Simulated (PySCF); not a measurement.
# GeF2: NMR shieldings, spin-spin couplings, relativistic core levels

What do calculations give for the NMR shieldings, spin-spin couplings, relativistic core levels of GeF2 (`[F][Ge][F]`)?

Computed with PySCF 2.14.0 and routines of our own; the level stands in each step. Atoms count from 0.

## 1. The system as given

3 atoms, charge 0, multiplicity 1; geometry from: GFN2-xTB.

## 2. Geometry optimisation at PBE0-D3(BJ)/def2-SVP

Job settings and geometry (Å):

```
{"job": {"xc": "PBE0", "basis": "def2-SVP", "d3": "d3bj", "grid": 1, "maxiter": 30, "shake": 0.01, "kind": "geom"}, "charge": 0, "multiplicity": 1}
F     -1.295580    -0.439540     0.002540
Ge    -0.005420     0.807820    -0.015210
F      1.307020    -0.403220    -0.006510
```

Command:

```console
$ OMP_NUM_THREADS=1 python heavy_run.py task.json out
```

One launch serves the whole session: the jobs run in the order shown.

Standard output:

```text
step   0  E = -2275.88711496  max force = 0.035295
step   1  E = -2275.87947713  max force = 0.065943
step   2  E = -2275.88899130  max force = 0.007786
step   3  E = -2275.88940259  max force = 0.001293
step   4  E = -2275.88941108  max force = 0.000108
optimisation converged
```

Run time: 5.2 s. Hardware: 1 thread of Arm Neoverse V1, shared host; peak memory 0.28 GiB.

Relaxation path: (the energy doesn't fall at every step)

```
step  energy from step 0 (eV)  largest force component (eV/Å)
   0                   0.0000                          1.8149
   1                   0.2078                          3.3909
   2                  -0.0511                          0.4004
   3                  -0.0622                          0.0665
   4                  -0.0625                          0.0056
```

Close pairs (by a distance rule), those that changed most:

```
  bond  before (Å)  after (Å)  change (Å)
F0–Ge1       1.795      1.747      -0.048
Ge1–F2       1.786      1.747      -0.038
```

The next job starts from the end point, and lists it.

```
                         at the end point                 value
  point group (found at 0.08 Å tolerance)                   C2v
rotational constants (GHz, main isotopes)  15.071, 7.751, 5.118
                        dipole moment (D)                  2.34
```

## 3. NMR shieldings: PBE/pcJ-1 Ge:dyall-v2z, spin–orbit

Job settings and geometry (Å):

```
{"job": {"kind": "hnmr", "xc": "PBE", "basis": {"default": "pcJ-1", "Ge": "dyall-v2z"}, "rel": "so"}, "charge": 0, "multiplicity": 1}
F     -0.200732     1.338374    -0.029793
Ge     0.765470    -0.116677    -0.007166
F     -0.558628    -1.256602     0.017774
```

Method: PBE/pcJ-1 Ge:dyall-v2z GIAO NMR shielding, X2C with spin-orbit coupling, screened-nuclear two-electron part, Gaussian nuclei, gas phase.

Standard output:

```text
spin-free SCF
coarse grid: 18016 points
cycle   1  E = -2298.1530201192  dE =  1.214e-01  |g| = 1.061e+00  |ddm| = 1.419e+00
cycle   2  E = -2296.5941068277  dE =  1.559e+00  |g| = 3.211e+00  |ddm| = 2.064e+00
cycle   3  E = -2298.3107143011  dE = -1.717e+00  |g| = 1.911e-01  |ddm| = 1.663e+00
cycle   4  E = -2298.3124511208  dE = -1.737e-03  |g| = 1.953e-01  |ddm| = 2.071e-01
cycle   5  E = -2298.3160003747  dE = -3.549e-03  |g| = 3.072e-02  |ddm| = 5.588e-02
cycle   6  E = -2298.3162076540  dE = -2.073e-04  |g| = 1.073e-02  |ddm| = 2.863e-02
cycle   7  E = -2298.3162227389  dE = -1.508e-05  |g| = 5.026e-03  |ddm| = 7.262e-03
cycle   8  E = -2298.3162267852  dE = -4.046e-06  |g| = 3.308e-04  |ddm| = 2.730e-03
final grid: 36248 points
cycle   9  E = -2298.3163146949  dE = -2.534e-07  |g| = 9.574e-04  |ddm| = 8.597e-04
cycle  10  E = -2298.3163145447  dE =  1.502e-07  |g| = 1.082e-03  |ddm| = 8.219e-04
cycle  11  E = -2298.3163146350  dE = -9.028e-08  |g| = 7.623e-04  |ddm| = 9.031e-04
cycle  12  E = -2298.3163147266  dE = -9.163e-08  |g| = 1.198e-04  |ddm| = 4.044e-04
cycle  13  E = -2298.3163147279  dE = -1.215e-09  |g| = 3.017e-05  |ddm| = 6.001e-05
converged SCF energy = -2298.3163147279
two-component SCF
cycle   1  E = -2298.2790062075  dE = -2.298e+03  |FDS-SDF| = 1.504e+01
cycle   2  E = -2298.3593946251  dE = -8.039e-02  |FDS-SDF| = 4.798e-03
cycle   3  E = -2298.3593944041  dE =  2.210e-07  |FDS-SDF| = 2.167e-03
cycle   4  E = -2298.3593940081  dE =  3.960e-07  |FDS-SDF| = 2.546e-03
cycle   5  E = -2298.3593947421  dE = -7.340e-07  |FDS-SDF| = 3.945e-04
cycle   6  E = -2298.3593947623  dE = -2.018e-08  |FDS-SDF| = 5.286e-05
converged, E = -2298.3593947623

Field gradients (au) and densities at the nuclei (bohr^-3)
atom        Vxx        Vyy        Vzz        centre      nuclear mean
  0 F     -0.0786    -0.8674     0.9460        450.375        450.355
  1 Ge    -0.4606    -2.3631     2.8237      29288.055      29258.576
  2 F     -0.0794    -0.8679     0.9473        450.375        450.355
without picture change
  1 Ge                           2.8968                     45081.615

Core orbital energies (eV)
atom   shell        mean    spread
  1 Ge 1s       -10949.918   0.000
  1 Ge 2s        -1371.033   0.000
  1 Ge 3s         -169.045   0.000
  1 Ge 2p1/2     -1219.342   0.000
  1 Ge 2p3/2     -1187.838   0.051
  1 Ge 3p1/2      -119.108   0.000
  1 Ge 3p3/2      -114.857   0.128
  1 Ge 3d3/2       -30.429   0.088
  1 Ge 3d5/2       -29.859   0.157

vertical triplet (scalar unrestricted SCF): 3.861 eV

Shielding tensors (ppm)
atom      isotropic    diamagn.    paramagn.     s11        s22        s33       span
  0 F        48.01      473.02     -425.01    -328.13     147.99     324.18     652.30
  1 Ge     1430.07     2648.05    -1217.98    1084.27    1360.37    1845.56     761.29
  2 F        47.84      473.01     -425.17    -328.55     147.85     324.21     652.76
```

Run time: 9.4 s. Hardware: 1 thread of Arm Neoverse V1, shared host; peak memory 0.55 GiB.

In short:

```
                       quantity       value
energy from spin-orbit coupling  -0.0431 Eh
```

## 4. Spin-spin couplings: PBE/pcJ-1 Ge:dyall-v2z, spin–orbit

Job settings and geometry (Å):

```
{"job": {"kind": "hj", "xc": "PBE", "basis": {"default": "pcJ-1", "Ge": "dyall-v2z"}, "rel": "so", "atoms": [1]}, "charge": 0, "multiplicity": 1}
F     -0.200732     1.338374    -0.029793
Ge     0.765470    -0.116677    -0.007166
F     -0.558628    -1.256602     0.017774
```

Method: PBE/pcJ-1 Ge:dyall-v2z indirect spin-spin coupling, X2C with spin-orbit coupling, screened-nuclear two-electron part, Gaussian nuclei, gas phase.

Standard output:

```text
spin-free SCF
coarse grid: 18016 points
cycle   1  E = -2298.1530201192  dE =  1.214e-01  |g| = 1.061e+00  |ddm| = 1.419e+00
cycle   2  E = -2296.5941068277  dE =  1.559e+00  |g| = 3.211e+00  |ddm| = 2.064e+00
cycle   3  E = -2298.3107143011  dE = -1.717e+00  |g| = 1.911e-01  |ddm| = 1.663e+00
cycle   4  E = -2298.3124511208  dE = -1.737e-03  |g| = 1.953e-01  |ddm| = 2.071e-01
cycle   5  E = -2298.3160003747  dE = -3.549e-03  |g| = 3.072e-02  |ddm| = 5.588e-02
cycle   6  E = -2298.3162076540  dE = -2.073e-04  |g| = 1.073e-02  |ddm| = 2.863e-02
cycle   7  E = -2298.3162227389  dE = -1.508e-05  |g| = 5.026e-03  |ddm| = 7.262e-03
cycle   8  E = -2298.3162267852  dE = -4.046e-06  |g| = 3.308e-04  |ddm| = 2.730e-03
final grid: 36248 points
cycle   9  E = -2298.3163146949  dE = -2.534e-07  |g| = 9.574e-04  |ddm| = 8.597e-04
cycle  10  E = -2298.3163145447  dE =  1.502e-07  |g| = 1.082e-03  |ddm| = 8.219e-04
cycle  11  E = -2298.3163146350  dE = -9.028e-08  |g| = 7.623e-04  |ddm| = 9.031e-04
cycle  12  E = -2298.3163147266  dE = -9.163e-08  |g| = 1.198e-04  |ddm| = 4.044e-04
cycle  13  E = -2298.3163147279  dE = -1.215e-09  |g| = 3.017e-05  |ddm| = 6.001e-05
converged SCF energy = -2298.3163147279
two-component SCF
cycle   1  E = -2298.2790062075  dE = -2.298e+03  |FDS-SDF| = 1.504e+01
cycle   2  E = -2298.3593946251  dE = -8.039e-02  |FDS-SDF| = 4.798e-03
cycle   3  E = -2298.3593944041  dE =  2.210e-07  |FDS-SDF| = 2.167e-03
cycle   4  E = -2298.3593940081  dE =  3.960e-07  |FDS-SDF| = 2.546e-03
cycle   5  E = -2298.3593947421  dE = -7.340e-07  |FDS-SDF| = 3.945e-04
cycle   6  E = -2298.3593947623  dE = -2.018e-08  |FDS-SDF| = 5.286e-05
converged, E = -2298.3593947623

Indirect spin-spin couplings
  i        j     bonds      J/Hz   K/1e19 T2/J   anisotropy/Hz
  1  73Ge   0  19F    1      250.41     -632.98       164.9
  1  73Ge   2  19F    1      250.04     -632.04       164.8
```

Run time: 6.5 s. Hardware: 1 thread of Arm Neoverse V1, shared host; peak memory 0.53 GiB.

Key values:

```
                       quantity       value
energy from spin-orbit coupling  -0.0431 Eh
```

## 5. Relativistic core levels: PBE/pcJ-1 Ge:dyall-v2z, spin–orbit

Job settings and geometry (Å):

```
{"job": {"kind": "hxps", "xc": "PBE", "basis": {"default": "pcJ-1", "Ge": "dyall-v2z"}, "rel": "so", "holes": [[1, "2p"]]}, "charge": 0, "multiplicity": 1}
F     -0.200732     1.338374    -0.029793
Ge     0.765470    -0.116677    -0.007166
F     -0.558628    -1.256602     0.017774
```

Level: PBE/pcJ-1 Ge:dyall-v2z core ionisation, delta-SCF with one localised hole, X2C with spin-orbit coupling, screened-nuclear two-electron part, Gaussian nuclei, gas phase.

Standard output:

```text
spin-free SCF
coarse grid: 18016 points
cycle   1  E = -2298.1530201192  dE =  1.214e-01  |g| = 1.061e+00  |ddm| = 1.419e+00
cycle   2  E = -2296.5941068277  dE =  1.559e+00  |g| = 3.211e+00  |ddm| = 2.064e+00
cycle   3  E = -2298.3107143011  dE = -1.717e+00  |g| = 1.911e-01  |ddm| = 1.663e+00
cycle   4  E = -2298.3124511208  dE = -1.737e-03  |g| = 1.953e-01  |ddm| = 2.071e-01
cycle   5  E = -2298.3160003747  dE = -3.549e-03  |g| = 3.072e-02  |ddm| = 5.588e-02
cycle   6  E = -2298.3162076540  dE = -2.073e-04  |g| = 1.073e-02  |ddm| = 2.863e-02
cycle   7  E = -2298.3162227389  dE = -1.508e-05  |g| = 5.026e-03  |ddm| = 7.262e-03
cycle   8  E = -2298.3162267852  dE = -4.046e-06  |g| = 3.308e-04  |ddm| = 2.730e-03
final grid: 36248 points
cycle   9  E = -2298.3163146949  dE = -2.534e-07  |g| = 9.574e-04  |ddm| = 8.597e-04
cycle  10  E = -2298.3163145447  dE =  1.502e-07  |g| = 1.082e-03  |ddm| = 8.219e-04
cycle  11  E = -2298.3163146350  dE = -9.028e-08  |g| = 7.623e-04  |ddm| = 9.031e-04
cycle  12  E = -2298.3163147266  dE = -9.163e-08  |g| = 1.198e-04  |ddm| = 4.044e-04
cycle  13  E = -2298.3163147279  dE = -1.215e-09  |g| = 3.017e-05  |ddm| = 6.001e-05
converged SCF energy = -2298.3163147279
two-component SCF
cycle   1  E = -2298.2790062075  dE = -2.298e+03  |FDS-SDF| = 1.504e+01
cycle   2  E = -2298.3593946251  dE = -8.039e-02  |FDS-SDF| = 4.798e-03
cycle   3  E = -2298.3593944041  dE =  2.210e-07  |FDS-SDF| = 2.167e-03
cycle   4  E = -2298.3593940081  dE =  3.960e-07  |FDS-SDF| = 2.546e-03
cycle   5  E = -2298.3593947421  dE = -7.340e-07  |FDS-SDF| = 3.945e-04
cycle   6  E = -2298.3593947623  dE = -2.018e-08  |FDS-SDF| = 5.286e-05
converged, E = -2298.3593947623

Field gradients (au) and densities at the nuclei (bohr^-3)
atom        Vxx        Vyy        Vzz        centre      nuclear mean
  0 F     -0.0786    -0.8674     0.9460        450.375        450.355
  1 Ge    -0.4606    -2.3631     2.8237      29288.055      29258.576
  2 F     -0.0794    -0.8679     0.9473        450.375        450.355
without picture change
  1 Ge                           2.8968                     45081.615

Core orbital energies (eV)
atom   shell        mean    spread
  1 Ge 1s       -10949.918   0.000
  1 Ge 2s        -1371.033   0.000
  1 Ge 3s         -169.045   0.000
  1 Ge 2p1/2     -1219.342   0.000
  1 Ge 2p3/2     -1187.838   0.051
  1 Ge 3p1/2      -119.108   0.000
  1 Ge 3p3/2      -114.857   0.128
  1 Ge 3d3/2       -30.429   0.088
  1 Ge 3d5/2       -29.859   0.157

hole in 2p3/2 of atom 1
cycle   1  E = -2252.4041574438  dE = -2.252e+03  |FDS-SDF| = 6.617e+00
cycle   2  E = -2250.8684256800  dE =  1.536e+00  |FDS-SDF| = 7.086e+00
cycle   3  E = -2252.6836241653  dE = -1.815e+00  |FDS-SDF| = 2.275e+00
cycle   4  E = -2253.3382151570  dE = -6.546e-01  |FDS-SDF| = 9.646e-01
cycle   5  E = -2253.4678952431  dE = -1.297e-01  |FDS-SDF| = 1.560e-01
cycle   6  E = -2253.4704891000  dE = -2.594e-03  |FDS-SDF| = 8.045e-02
cycle   7  E = -2253.4718227120  dE = -1.334e-03  |FDS-SDF| = 1.072e-02
cycle   8  E = -2253.4718177230  dE =  4.989e-06  |FDS-SDF| = 1.173e-02
cycle   9  E = -2253.4718415492  dE = -2.383e-05  |FDS-SDF| = 3.263e-04
cycle  10  E = -2253.4718415626  dE = -1.345e-08  |FDS-SDF| = 1.410e-04
converged, E = -2253.4718415626

Core binding energies (eV)
atom   line    delta-SCF   -orbital   splitting
  1 Ge 2p3/2    1221.477    1187.84    31.505
```

Wall time 6.1 s (1 thread of Arm Neoverse V1, shared host); peak memory 0.53 GiB.

Key values:

```
                       quantity       value
energy from spin-orbit coupling  -0.0431 Eh
```

## 6. NMR shieldings: PBE/pcJ-1 Ge:dyall-v2z, non-relativistic

Job settings and geometry (Å):

```
{"job": {"kind": "hnmr", "xc": "PBE", "basis": {"default": "pcJ-1", "Ge": "dyall-v2z"}, "rel": "nr"}, "charge": 0, "multiplicity": 1}
F     -0.200732     1.338374    -0.029793
Ge     0.765470    -0.116677    -0.007166
F     -0.558628    -1.256602     0.017774
```

With the program's defaults for keys left out, this is: PBE/pcJ-1 Ge:dyall-v2z GIAO NMR shielding, non-relativistic, Gaussian nuclei, gas phase.

Standard output:

```text
non-relativistic SCF
coarse grid: 18016 points
cycle   1  E = -2276.0824076135  dE = -1.267e+01  |g| = 2.351e+00  |ddm| = 1.524e+00
cycle   2  E = -2274.3703723614  dE =  1.712e+00  |g| = 3.709e+00  |ddm| = 2.199e+00
cycle   3  E = -2276.0434790124  dE = -1.673e+00  |g| = 1.237e+00  |ddm| = 2.240e+00
cycle   4  E = -2276.2811200697  dE = -2.376e-01  |g| = 3.984e-01  |ddm| = 7.386e-01
cycle   5  E = -2276.2913771364  dE = -1.026e-02  |g| = 1.250e-01  |ddm| = 1.743e-01
cycle   6  E = -2276.2921458523  dE = -7.687e-04  |g| = 3.040e-02  |ddm| = 4.773e-02
cycle   7  E = -2276.2923253260  dE = -1.795e-04  |g| = 8.139e-03  |ddm| = 2.238e-02
cycle   8  E = -2276.2923339634  dE = -8.637e-06  |g| = 3.759e-03  |ddm| = 4.997e-03
cycle   9  E = -2276.2923362228  dE = -2.259e-06  |g| = 2.527e-04  |ddm| = 2.082e-03
final grid: 36248 points
cycle  10  E = -2276.2922698664  dE = -1.522e-07  |g| = 3.871e-04  |ddm| = 6.823e-04
cycle  11  E = -2276.2922698057  dE =  6.069e-08  |g| = 8.004e-04  |ddm| = 4.866e-04
cycle  12  E = -2276.2922698799  dE = -7.419e-08  |g| = 1.123e-04  |ddm| = 3.761e-04
cycle  13  E = -2276.2922698817  dE = -1.843e-09  |g| = 3.387e-05  |ddm| = 6.958e-05
converged SCF energy = -2276.2922698817
check of the scalar solution
cycle   1  E = -2276.2922698817  dE = -2.276e+03  |FDS-SDF| = 3.387e-05
cycle   2  E = -2276.2922698810  dE =  7.303e-10  |FDS-SDF| = 7.743e-05
converged, E = -2276.2922698810

Field gradients (au) and densities at the nuclei (bohr^-3)
atom        Vxx        Vyy        Vzz        centre      nuclear mean
  0 F     -0.0744    -0.8595     0.9339        445.576        445.550
  1 Ge    -0.4107    -2.3178     2.7285      22250.493      22236.636
  2 F     -0.0751    -0.8600     0.9352        445.576        445.550

Core orbital energies (eV)
atom   shell        mean    spread
  1 Ge 1s       -10803.573   0.000
  1 Ge 2s        -1337.585   0.000
  1 Ge 3s         -163.644   0.000
  1 Ge 2p        -1190.880   0.086
  1 Ge 3p         -115.086   0.225
  1 Ge 3d          -30.924   0.245

Shielding tensors (ppm)
atom      isotropic    diamagn.    paramagn.     s11        s22        s33       span
  0 F        46.62      476.02     -429.40    -327.23     152.37     314.72     641.94
  1 Ge     1296.02     2754.36    -1458.34     993.17    1240.26    1654.65     661.48
  2 F        46.43      476.01     -429.58    -327.67     152.22     314.75     642.42
```

Wall time 2.6 s (1 thread of Arm Neoverse V1, shared host); peak memory 0.53 GiB.

## 7. Spin-spin couplings: PBE/pcJ-1 Ge:dyall-v2z, non-relativistic

Job settings and geometry (Å):

```
{"job": {"kind": "hj", "xc": "PBE", "basis": {"default": "pcJ-1", "Ge": "dyall-v2z"}, "rel": "nr", "atoms": [1]}, "charge": 0, "multiplicity": 1}
F     -0.200732     1.338374    -0.029793
Ge     0.765470    -0.116677    -0.007166
F     -0.558628    -1.256602     0.017774
```

Level: PBE/pcJ-1 Ge:dyall-v2z indirect spin-spin coupling, non-relativistic, Gaussian nuclei, gas phase.

Standard output:

```text
non-relativistic SCF
coarse grid: 18016 points
cycle   1  E = -2276.0824076135  dE = -1.267e+01  |g| = 2.351e+00  |ddm| = 1.524e+00
cycle   2  E = -2274.3703723614  dE =  1.712e+00  |g| = 3.709e+00  |ddm| = 2.199e+00
cycle   3  E = -2276.0434790124  dE = -1.673e+00  |g| = 1.237e+00  |ddm| = 2.240e+00
cycle   4  E = -2276.2811200697  dE = -2.376e-01  |g| = 3.984e-01  |ddm| = 7.386e-01
cycle   5  E = -2276.2913771364  dE = -1.026e-02  |g| = 1.250e-01  |ddm| = 1.743e-01
cycle   6  E = -2276.2921458523  dE = -7.687e-04  |g| = 3.040e-02  |ddm| = 4.773e-02
cycle   7  E = -2276.2923253260  dE = -1.795e-04  |g| = 8.139e-03  |ddm| = 2.238e-02
cycle   8  E = -2276.2923339634  dE = -8.637e-06  |g| = 3.759e-03  |ddm| = 4.997e-03
cycle   9  E = -2276.2923362228  dE = -2.259e-06  |g| = 2.527e-04  |ddm| = 2.082e-03
final grid: 36248 points
cycle  10  E = -2276.2922698664  dE = -1.522e-07  |g| = 3.871e-04  |ddm| = 6.823e-04
cycle  11  E = -2276.2922698057  dE =  6.069e-08  |g| = 8.004e-04  |ddm| = 4.866e-04
cycle  12  E = -2276.2922698799  dE = -7.419e-08  |g| = 1.123e-04  |ddm| = 3.761e-04
cycle  13  E = -2276.2922698817  dE = -1.843e-09  |g| = 3.387e-05  |ddm| = 6.958e-05
converged SCF energy = -2276.2922698817
two-component SCF
cycle   1  E = -2276.2922698817  dE = -2.276e+03  |FDS-SDF| = 3.387e-05
cycle   2  E = -2276.2922698810  dE =  7.385e-10  |FDS-SDF| = 7.743e-05
converged, E = -2276.2922698810

Indirect spin-spin couplings
  i        j     bonds      J/Hz   K/1e19 T2/J   anisotropy/Hz
  1  73Ge   0  19F    1      242.12     -612.00       165.3
  1  73Ge   2  19F    1      241.80     -611.21       165.3
```

Run time: 3.1 s. Hardware: 1 thread of Arm Neoverse V1, shared host; peak memory 0.53 GiB.

## 8. NMR shieldings: PBE/pcJ-1 Ge:dyall-v2z, spin-free

Job settings and geometry (Å):

```
{"job": {"kind": "hnmr", "xc": "PBE", "basis": {"default": "pcJ-1", "Ge": "dyall-v2z"}, "rel": "sf"}, "charge": 0, "multiplicity": 1}
F     -0.200732     1.338374    -0.029793
Ge     0.765470    -0.116677    -0.007166
F     -0.558628    -1.256602     0.017774
```

With the program's defaults for keys left out, this is: PBE/pcJ-1 Ge:dyall-v2z GIAO NMR shielding, spin-free X2C, Gaussian nuclei, gas phase.

Standard output:

```text
spin-free SCF
coarse grid: 18016 points
cycle   1  E = -2298.1530201192  dE =  1.214e-01  |g| = 1.061e+00  |ddm| = 1.419e+00
cycle   2  E = -2296.5941068277  dE =  1.559e+00  |g| = 3.211e+00  |ddm| = 2.064e+00
cycle   3  E = -2298.3107143011  dE = -1.717e+00  |g| = 1.911e-01  |ddm| = 1.663e+00
cycle   4  E = -2298.3124511208  dE = -1.737e-03  |g| = 1.953e-01  |ddm| = 2.071e-01
cycle   5  E = -2298.3160003747  dE = -3.549e-03  |g| = 3.072e-02  |ddm| = 5.588e-02
cycle   6  E = -2298.3162076540  dE = -2.073e-04  |g| = 1.073e-02  |ddm| = 2.863e-02
cycle   7  E = -2298.3162227389  dE = -1.508e-05  |g| = 5.026e-03  |ddm| = 7.262e-03
cycle   8  E = -2298.3162267852  dE = -4.046e-06  |g| = 3.308e-04  |ddm| = 2.730e-03
final grid: 36248 points
cycle   9  E = -2298.3163146949  dE = -2.534e-07  |g| = 9.574e-04  |ddm| = 8.597e-04
cycle  10  E = -2298.3163145447  dE =  1.502e-07  |g| = 1.082e-03  |ddm| = 8.219e-04
cycle  11  E = -2298.3163146350  dE = -9.028e-08  |g| = 7.623e-04  |ddm| = 9.031e-04
cycle  12  E = -2298.3163147266  dE = -9.163e-08  |g| = 1.198e-04  |ddm| = 4.044e-04
cycle  13  E = -2298.3163147279  dE = -1.215e-09  |g| = 3.017e-05  |ddm| = 6.001e-05
converged SCF energy = -2298.3163147279
check of the scalar solution
cycle   1  E = -2298.3163147278  dE = -2.298e+03  |FDS-SDF| = 3.017e-05
cycle   2  E = -2298.3163147275  dE =  3.301e-10  |FDS-SDF| = 5.864e-05
converged, E = -2298.3163147275

Field gradients (au) and densities at the nuclei (bohr^-3)
atom        Vxx        Vyy        Vzz        centre      nuclear mean
  0 F     -0.0780    -0.8669     0.9449        450.374        450.355
  1 Ge    -0.4616    -2.3625     2.8241      29286.412      29256.933
  2 F     -0.0788    -0.8674     0.9462        450.375        450.355
without picture change
  1 Ge                           2.8975                     45081.885

Core orbital energies (eV)
atom   shell        mean    spread
  1 Ge 1s       -10950.024   0.000
  1 Ge 2s        -1371.051   0.000
  1 Ge 3s         -169.047   0.000
  1 Ge 2p        -1198.193   0.084
  1 Ge 3p         -116.251   0.221
  1 Ge 3d          -30.087   0.245

Shielding tensors (ppm)
atom      isotropic    diamagn.    paramagn.     s11        s22        s33       span
  0 F        39.22      476.12     -436.89    -338.98     143.98     312.67     651.65
  1 Ge     1290.79     2764.72    -1473.94     998.23    1231.39    1642.74     644.51
  2 F        39.04      476.11     -437.07    -339.43     143.84     312.70     652.13
```

Wall time 3.4 s (1 thread of Arm Neoverse V1, shared host); peak memory 0.53 GiB.

(Part 1 of 2 ends here.)
